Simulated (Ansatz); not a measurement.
# CH6BrNOSi: two geometries relaxed

Are the two ends of the inversion of the pyramid at N1 separate minima, and which lies lower? Each is relaxed from a guess. SMILES of the start: N[SiH](Br)CO.

All numbers below are computed with Ansatz 0.2.0 (RKS BLYP/def2-mTZVP).

### 1 The starting structure

Bond lengths: N1–Si2 1.638 Å, Si2–Br3 2.187 Å, Si2–C4 1.841 Å, C4–O5 1.491 Å, N1–H6 1.034 Å, N1–H7 1.034 Å, Si2–H8 1.515 Å, C4–H9 1.052 Å, C4–H10 1.095 Å, O5–H11 1.008 Å. Angles (14 of 16 angles, heavy atoms first): N1–Si2–Br3 105.3°, N1–Si2–C4 113.3°, Br3–Si2–C4 107.2°, Si2–C4–O5 116.9°, N1–Si2–H8 108.7°, Br3–Si2–H8 110.6°, C4–Si2–H8 111.6°, Si2–N1–H6 112.9°, Si2–N1–H7 111.5°, Si2–C4–H9 113.8°, Si2–C4–H10 109.7°, O5–C4–H9 104.6°, O5–C4–H10 100.2°, C4–O5–H11 106.7°.

Structure file:

```xyz
11

N    -0.3629    1.7494   -0.1422
Si    0.7519    0.5500   -0.1285
Br    1.6431    0.6151    1.8678
C     0.0199   -1.1253   -0.3429
O    -1.1896   -1.4410    0.4703
H    -1.0995    1.6229    0.5719
H    -0.9001    1.7571   -1.0259
H     1.7939    0.8438   -1.1885
H     0.6895   -1.9109   -0.1390
H    -0.3941   -1.2216   -1.3522
H    -0.8869   -1.4965    1.4299
```

### 2 End point A

input.yaml

```yaml
crystal:
  periodic: [false, false, false]
  atoms:
    - { symbol: "N", position_ang: [-0.3629, 1.7494, -0.1422] }
    - { symbol: Si, position_ang: [0.7519, 0.55, -0.1285] }
    - { symbol: Br, position_ang: [1.6431, 0.6151, 1.8678] }
    - { symbol: C, position_ang: [0.0199, -1.1253, -0.3429] }
    - { symbol: O, position_ang: [-1.1896, -1.441, 0.4703] }
    - { symbol: H, position_ang: [-1.0995, 1.6229, 0.5719] }
    - { symbol: H, position_ang: [-0.9001, 1.7571, -1.0259] }
    - { symbol: H, position_ang: [1.7939, 0.8438, -1.1885] }
    - { symbol: H, position_ang: [0.6895, -1.9109, -0.139] }
    - { symbol: H, position_ang: [-0.3941, -1.2216, -1.3522] }
    - { symbol: H, position_ang: [-0.8869, -1.4965, 1.4299] }
basis:
  gaussian: { orbitals: def2-mTZVP }
hamiltonian:
  xc: blyp
relax:
  f_tol: 0.015
  max_steps: 40
```

On the command line:

```console
$ ansatz run input.yaml --threads 2 --pin off --max-ram 3072MiB --backend cpu --events-out ev --progress --plain --runs-dir out
```

Output (excerpt; [...] marks lines left out):

```text
Warning: RAYON_NUM_THREADS=2 ignored (pool sized by the plan → 2); use --threads N
[...]
Functional definition: BLYP
[...]
1318 factors; their error is unknown
[...]
mean field -82597.66418580 eV, -3035.4081721206 hartree, gradient 2.3e-5 eV, S^2 0.000000; 0 other end points of the search recorded, 0 dependent functions left out
[...]
reference -82597.66454885 eV, -3035.4081854622 hartree; 38, 38 occupied and 100, 100 virtual orbitals, 1318 factors
relax step   1: F+E_penalty+E_count = -82597.66418580 eV  Δ(F+E_penalty+E_count) = +0.000e0 eV  max|allowed force component| = 3.307e0 eV/Å  Δτ_max = 0.0000 Å  (31 SCF iters, accepted)
[...]
relax step   4: F+E_penalty+E_count = -82598.21449884 eV  Δ(F+E_penalty+E_count) = -2.659e-2 eV  max|allowed force component| = 6.508e-1 eV/Å  Δτ_max = 0.1240 Å  (31 SCF iters, accepted)
[...]
relax step   7: F+E_penalty+E_count = -82598.27306283 eV  Δ(F+E_penalty+E_count) = -2.290e-2 eV  max|allowed force component| = 8.107e-1 eV/Å  Δτ_max = 0.1836 Å  (29 SCF iters, accepted)
[...]
relax step  10: F+E_penalty+E_count = -82598.36778585 eV  Δ(F+E_penalty+E_count) = -1.270e-2 eV  max|allowed force component| = 2.616e-1 eV/Å  Δτ_max = 0.0478 Å  (31 SCF iters, accepted)
[...]
relax step  13: F+E_penalty+E_count = -82598.37271500 eV  Δ(F+E_penalty+E_count) = -5.631e-4 eV  max|allowed force component| = 3.058e-2 eV/Å  Δτ_max = 0.0173 Å  (32 SCF iters, accepted)
[...]
relax step  15: F+E_penalty+E_count = -82598.37301683 eV  Δ(F+E_penalty+E_count) = -8.152e-5 eV  max|allowed force component| = 1.344e-2 eV/Å  Δτ_max = 0.0082 Å  (33 SCF iters, accepted)
1318 factors; their error is unknown
[...]
mean field -82598.37301683 eV, -3035.4342211804 hartree, gradient 1.8e-5 eV, S^2 0.000000; 1 other end points of the search recorded, 0 dependent functions left out
[...]
reference -82598.37338583 eV, -3035.4342347411 hartree; 38, 38 occupied and 100, 100 virtual orbitals, 1318 factors
Total energy: -82598.37338583 eV, -3035.4342347411 hartree
Atom 0 at    -0.607345     1.617206    -0.445471 Å, force     0.000762    -0.004140     0.005693 eV/Å
Atom 1 at     0.682879     0.493521    -0.210900 Å, force    -0.006402     0.001225     0.004812 eV/Å
Atom 2 at     1.684074     0.572463     1.884149 Å, force     0.001196    -0.000308    -0.000277 eV/Å
Atom 3 at    -0.042771    -1.268824    -0.316500 Å, force     0.013441     0.001781    -0.011925 eV/Å
Atom 4 at    -1.070129    -1.462891     0.697548 Å, force    -0.008052     0.001022     0.005992 eV/Å
Atom 5 at    -1.491538     1.433678     0.031372 Å, force     0.005555     0.004092    -0.005192 eV/Å
Atom 6 at    -0.423350     2.619372    -0.483756 Å, force    -0.002171    -0.005966     0.000203 eV/Å
Atom 7 at     1.771516     0.807838    -1.172004 Å, force    -0.001128     0.000899    -0.002586 eV/Å
Atom 8 at     0.740107    -2.042744    -0.252236 Å, force    -0.003657     0.002132     0.001818 eV/Å
Atom 9 at    -0.551648    -1.396713    -1.281952 Å, force     0.000174    -0.000565     0.001531 eV/Å
Atom 10 at    -0.626597    -1.429905     1.570451 Å, force     0.000281    -0.000171    -0.000069 eV/Å
Dipole moment:    -0.084127     0.156262    -0.221816 e Å
```

Run time: 76 s. Hardware: 2 threads of AMD EPYC 7R43 (Zen 3), shared host; peak memory 0.2 GiB.

Step by step:

| step | energy from step 1 (eV) | largest force component (eV/Å) |
| --- | --- | --- |
| 1 | 0.0000 | 3.3066 |
| 2 | -0.4246 | 1.6594 |
| 3 | -0.5237 | 0.7354 |
| 4 | -0.5503 | 0.6508 |
| 5 | -0.5688 | 0.4793 |
| 6 | -0.5860 | 0.4205 |
| 7 | -0.6089 | 0.8107 |
| 8 | -0.6585 | 0.1926 |
| 9 | -0.6909 | 0.8001 |
| 10 | -0.7036 | 0.2616 |
| 11 | -0.7070 | 0.0990 |
| 12 | -0.7080 | 0.0896 |
| 13 | -0.7085 | 0.0306 |
| 14 | -0.7087 | 0.0213 |
| 15 | -0.7088 | 0.0134 |

Step 1 is the start.

After: Bond lengths: N1–Si2 1.727 Å, Si2–Br3 2.323 Å, Si2–C4 1.909 Å, C4–O5 1.457 Å, N1–H6 1.021 Å, N1–H7 1.020 Å, Si2–H8 1.486 Å, C4–H9 1.103 Å, C4–H10 1.099 Å, O5–H11 0.980 Å. Angles (14 of 16 angles, heavy atoms first): N1–Si2–Br3 115.0°, N1–Si2–C4 108.0°, Br3–Si2–C4 104.2°, Si2–C4–O5 110.6°, N1–Si2–H8 108.8°, Br3–Si2–H8 105.1°, C4–Si2–H8 116.0°, Si2–N1–H6 117.8°, Si2–N1–H7 120.7°, Si2–C4–H9 112.0°, Si2–C4–H10 109.4°, O5–C4–H9 111.5°, O5–C4–H10 105.6°, C4–O5–H11 107.2°.

### 3 End point B

The second end starts from a geometry with the move made by hand.

input.yaml: that of step 2 with these lines changed.

```diff
@@ -8,4 +8,4 @@
     - { symbol: O, position_ang: [-1.1896, -1.441, 0.4703] }
-    - { symbol: H, position_ang: [-1.0995, 1.6229, 0.5719] }
-    - { symbol: H, position_ang: [-0.9001, 1.7571, -1.0259] }
+    - { symbol: H, position_ang: [-0.37176, 2.30114, 0.73189] }
+    - { symbol: H, position_ang: [-0.14441, 2.46139, -0.85977] }
     - { symbol: H, position_ang: [1.7939, 0.8438, -1.1885] }
@@ -21 +21,3 @@
   max_steps: 40
+output:
+  orbitals: {}
```

On the command line:

```console
$ ansatz run input.yaml --threads 2 --pin off --max-ram 3072MiB --backend cpu --events-out ev --progress --plain --runs-dir out
```

Output (excerpt; [...] marks lines left out):

```text
Warning: RAYON_NUM_THREADS=2 ignored (pool sized by the plan → 2); use --threads N
[...]
[... 1 set-up line as earlier in the session ...]
[...]
1318 factors; their error is unknown
[...]
mean field -82597.59348503 eV, -3035.4055739150 hartree, gradient 2.5e-5 eV, S^2 0.000000; 0 other end points of the search recorded, 0 dependent functions left out
[...]
reference -82597.59384686 eV, -3035.4055872122 hartree; 38, 38 occupied and 100, 100 virtual orbitals, 1318 factors
relax step   1: F+E_penalty+E_count = -82597.59348503 eV  Δ(F+E_penalty+E_count) = +0.000e0 eV  max|allowed force component| = 3.789e0 eV/Å  Δτ_max = 0.0000 Å  (30 SCF iters, accepted)
[...]
relax step   3: F+E_penalty+E_count = -82598.19242099 eV  Δ(F+E_penalty+E_count) = -1.151e-1 eV  max|allowed force component| = 1.327e0 eV/Å  Δτ_max = 0.1937 Å  (30 SCF iters, accepted)
[...]
Atom 1 at     0.875891     0.534516    -0.171253 Å, force    -0.004992    -0.007912     0.002454 eV/Å
Atom 2 at     1.893515     0.393787     1.912010 Å, force     0.007895     0.004087     0.005583 eV/Å
Atom 3 at    -0.074070    -1.112806    -0.334382 Å, force    -0.005211     0.005499    -0.012121 eV/Å
Atom 4 at    -1.111435    -1.208045     0.684484 Å, force     0.008491     0.000795     0.008146 eV/Å
Atom 5 at    -1.155513     1.740489     0.137220 Å, force     0.013925     0.000477    -0.007323 eV/Å
Atom 6 at     0.055183     2.794018    -0.349839 Å, force    -0.005761    -0.004303    -0.000489 eV/Å
Atom 7 at     1.987391     0.747548    -1.134192 Å, force     0.000638    -0.004740     0.001381 eV/Å
Atom 8 at     0.599800    -1.984807    -0.307866 Å, force     0.002444    -0.003118     0.003325 eV/Å
Atom 9 at    -0.602669    -1.135805    -1.297323 Å, force    -0.000174    -0.001596    -0.001546 eV/Å
Atom 10 at    -0.660634    -1.267314     1.552531 Å, force    -0.005552    -0.000088    -0.007651 eV/Å
Dipole moment:    -0.063684     0.175685    -0.215099 e Å
```

It took 54 s on 2 threads of AMD EPYC 7R43 (Zen 3), shared host; peak memory 0.19 GiB.

Relaxation path:

| step | energy from step 1 (eV) | largest force component (eV/Å) |
| --- | --- | --- |
| 1 | 0.0000 | 3.7892 |
| 2 | -0.4838 | 1.7990 |
| 3 | -0.5989 | 1.3268 |
| 4 | -0.6514 | 0.7049 |
| 5 | -0.7097 | 0.2851 |
| 6 | -0.7451 | 0.3819 |
| 7 | -0.7580 | 0.7163 |
| 8 | -0.7732 | 0.1711 |
| 9 | -0.7771 | 0.1282 |
| 10 | -0.7792 | 0.0358 |
| 11 | -0.7795 | 0.0139 |

Step 1 is the start.

After: Bond lengths: N1–Si2 1.726 Å, Si2–Br3 2.323 Å, Si2–C4 1.909 Å, C4–O5 1.457 Å, N1–H6 1.021 Å, N1–H7 1.020 Å, Si2–H8 1.486 Å, C4–H9 1.102 Å, C4–H10 1.099 Å, O5–H11 0.980 Å. Angles (14 of 16 angles, heavy atoms first): N1–Si2–Br3 115.0°, N1–Si2–C4 108.0°, Br3–Si2–C4 104.0°, Si2–C4–O5 110.5°, N1–Si2–H8 108.6°, Br3–Si2–H8 105.2°, C4–Si2–H8 116.1°, Si2–N1–H6 117.9°, Si2–N1–H7 120.6°, Si2–C4–H9 112.1°, Si2–C4–H10 109.4°, O5–C4–H9 111.5°, O5–C4–H10 105.6°, C4–O5–H11 107.2°.

### 4 What came out

| quantity | value |
| --- | --- |
| end A | 14 moves, 0.709 eV lower |
| end B | 10 moves, 0.779 eV lower |
| largest difference between the ends | 0.01 Å |
| end B relative to end A | +0.000 eV |

Both starts fell into the same minimum (no atom differs by more than 0.01 Å), so from this start no second minimum was found and no band was run; another arrangement could still be one.
